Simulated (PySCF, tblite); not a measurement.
**C₄H₁₁BO₂Si: geometry, infrared bands and NMR shifts**

What infrared bands and NMR shifts should C₄H₁₁BO₂Si (`C=C(BO[SiH3])COC`) show?

Programs: tblite 0.8.0 and PySCF 2.14.0, with density-fitted response routines of our own. Each step states its level of theory. These are calculated values for one molecule in the gas phase, unless marked as measured. Atoms count from 0, in the outputs and in this text.

## 1. Starting geometry

19 atoms, charge 0, multiplicity 1; geometry from: force field or distance geometry start.

Bonds of the start (Å): C0–C1 1.34, C1–B2 1.59, B2–O3 1.46, O3–Si4 1.70, C1–C5 1.51, C5–O6 1.41, O6–C7 1.41, C0–H8 1.08, C0–H9 1.10, B2–H10 1.18, Si4–H11 1.48, Si4–H12 1.47, Si4–H13 1.47, C5–H14 1.12, C5–H15 1.12, C7–H16 1.11, C7–H17 1.12, C7–H18 1.11.

## 2. Geometry optimisation with GFN2-xTB

The job: settings as JSON, then the geometry in Å.

```
{"job": {"kind": "relax", "xc": "GFN2-xTB", "basis": "xTB"}, "charge": 0, "multiplicity": 1}
C     -0.990800    -2.293800    -0.468900
C     -0.299000    -1.316200     0.121000
B      1.291300    -1.422400     0.181000
O      2.082100    -0.360500     0.800700
Si     2.595700     0.663900    -0.460400
C     -1.000100    -0.107500     0.681000
O     -1.189400     0.826400    -0.363800
C     -1.779400     1.995900     0.162200
H     -0.506700    -3.165100    -0.896400
H     -2.085400    -2.228300    -0.535700
H      1.818800    -2.393600    -0.226200
H      3.409300    -0.091400    -1.431700
H      3.408700     1.753100     0.102700
H      1.440400     1.257000    -1.153800
H     -0.383200     0.341500     1.504400
H     -1.975700    -0.414400     1.133100
H     -1.114800     2.494200     0.896000
H     -2.775900     1.765800     0.618500
H     -1.955600     2.704500    -0.671300
```

Launch:

```console
> OMP_NUM_THREADS=1 python probes_run.py task.json out
```

One launch serves the whole session: the jobs run in the order shown.

**Question.** This job is followed by: GFN2-xTB harmonic vibrations, gas phase; GIAO PBE0/pcSseg-1 NMR shielding, non-relativistic, gas phase. What will the session give for the following? strongest single infrared mode (GFN2-xTB); zero-point energy (GFN2-xTB); ¹³C shifts against TMS (PBE0/pcSseg-1); ¹H shifts against TMS (PBE0/pcSseg-1, means over atoms taken as alike); ¹¹B shifts against BF3·OEt2 (PBE0/pcSseg-1); ¹⁷O shifts against H2O (PBE0/pcSseg-1); ²⁹Si shifts against TMS (PBE0/pcSseg-1).

The runs gave:

```
                                                              quantity                                   value
                             strongest single infrared mode (GFN2-xTB)                   1400 cm⁻¹, 601 km/mol
                                          zero-point energy (GFN2-xTB)                           89.0 kcal/mol
                                ¹³C shifts against TMS (PBE0/pcSseg-1)            159.7, 145.6, 83.1, 59.7 ppm
¹H shifts against TMS (PBE0/pcSseg-1, means over atoms taken as alike)  6.39, 6.19, 5.23, 5.04, 4.16, 3.50 ppm
                           ¹¹B shifts against BF3·OEt2 (PBE0/pcSseg-1)                                40.7 ppm
                                ¹⁷O shifts against H2O (PBE0/pcSseg-1)                         156.1, 27.1 ppm
                               ²⁹Si shifts against TMS (PBE0/pcSseg-1)                               -45.7 ppm
```

**Reading.** Over 209 steps the energy fell by 0.982 eV; of the close pairs, B2–O3 changed most, 1.462 to 1.314 Å. All 51 modes are real, so the xTB geometry is a minimum. The strongest single mode, at 1400 cm⁻¹, moves mainly B2 and O3. GFN2-xTB is a fitted tight-binding method: band positions and strengths are rough. Its intensities can rank the bands wrongly. C1 (fully substituted alkene carbon) lies farthest downfield among carbon, at 159.7 ppm; the olefinic region. At PBE0/pcSseg-1: The largest span, 339 ppm, is at O3, where the paramagnetic term is -216 ppm.
